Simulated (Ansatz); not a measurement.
# WC: the cost of one run

All numbers below are computed with Ansatz 0.2.0 (DFT PBEsol, plane waves, PAW, scalar-relativistic, no spin polarisation).

## 1. The system as given

The cell holds 16 atoms (C8W8): a = 5.991 Å, b = 5.188 Å, c = 5.851 Å, α = 90.00°, β = 90.00°, γ = 90.00°.

Coordinates:

```xyz
16
Lattice="-2.9954 -5.1881 0.0000 4.4931 -2.5941 0.0000 0.0000 0.0000 5.8510" Properties=species:S:1:pos:R:3 pbc="T T T"
W     0.0000   -5.1881    0.0000
C     1.4977   -4.3234    1.4627
W     0.0000   -5.1881    2.9255
C     1.4977   -4.3234    4.3882
W    -1.4977   -2.5941    0.0000
C     0.0000   -1.7294    1.4627
W    -1.4977   -2.5941    2.9255
C     0.0000   -1.7294    4.3882
W     1.4977   -2.5941    0.0000
C     2.9954   -1.7294    1.4627
W     1.4977   -2.5941    2.9255
C     2.9954   -1.7294    4.3882
W     0.0000    0.0000    0.0000
C    -1.4977   -4.3234    1.4627
W     0.0000    0.0000    2.9255
C    -1.4977   -4.3234    4.3882
```

## 2. Run 1

180 steps of 1.12 fs under a Langevin thermostat at 2800 K.

The input, input.yaml:

```yaml
accuracy: low
crystal:
  lattice:
    - [-2.995367, -5.188128, 0.0]
    - [4.493051, -2.594064, 0.0]
    - [0.0, 0.0, 5.850964]
  atoms:
    - { symbol: W, position: [0.75, 0.5, 0.0] }
    - { symbol: C, position: [0.5, 0.6666667, 0.25] }
    - { symbol: W, position: [0.75, 0.5, 0.5] }
    - { symbol: C, position: [0.5, 0.6666667, 0.75] }
    - { symbol: W, position: [0.5, 0.0, 0.0] }
    - { symbol: C, position: [0.25, 0.1666667, 0.25] }
    - { symbol: W, position: [0.5, 0.0, 0.5] }
    - { symbol: C, position: [0.25, 0.1666667, 0.75] }
    - { symbol: W, position: [0.25, 0.5, 0.0] }
    - { symbol: C, position: [0.0, 0.6666667, 0.25] }
    - { symbol: W, position: [0.25, 0.5, 0.5] }
    - { symbol: C, position: [0.0, 0.6666667, 0.75] }
    - { symbol: W, position: [0.0, 0.0, 0.0] }
    - { symbol: C, position: [0.75, 0.1666667, 0.25] }
    - { symbol: W, position: [0.0, 0.0, 0.5] }
    - { symbol: C, position: [0.75, 0.1666667, 0.75] }
basis:
  ecutwfc: 420.0
kpoints:
  mp_grid: { grid: [2, 2, 2] }
hamiltonian:
  xc: pbesol
scf:
  occupations: { method: fermi_dirac, width: 0.24 }
  lower_state_search: "off"
md:
  timestep: 1.12
  n_steps: 180
  ensemble: nvt_langevin
  temperature: 2800.0
  initial_velocities: maxwell_boltzmann
  seed: 17368
  friction: 0.02
```

Launch:

```bash
$ ansatz run input.yaml --threads 1 --pin off --max-ram 3072MiB --backend cpu --events-out ev --progress --plain --runs-dir out
```

What time and memory should one allow on 1 thread of an x86-64 CPU, shared host?

About 9 min, with a peak of 0.67 GiB.
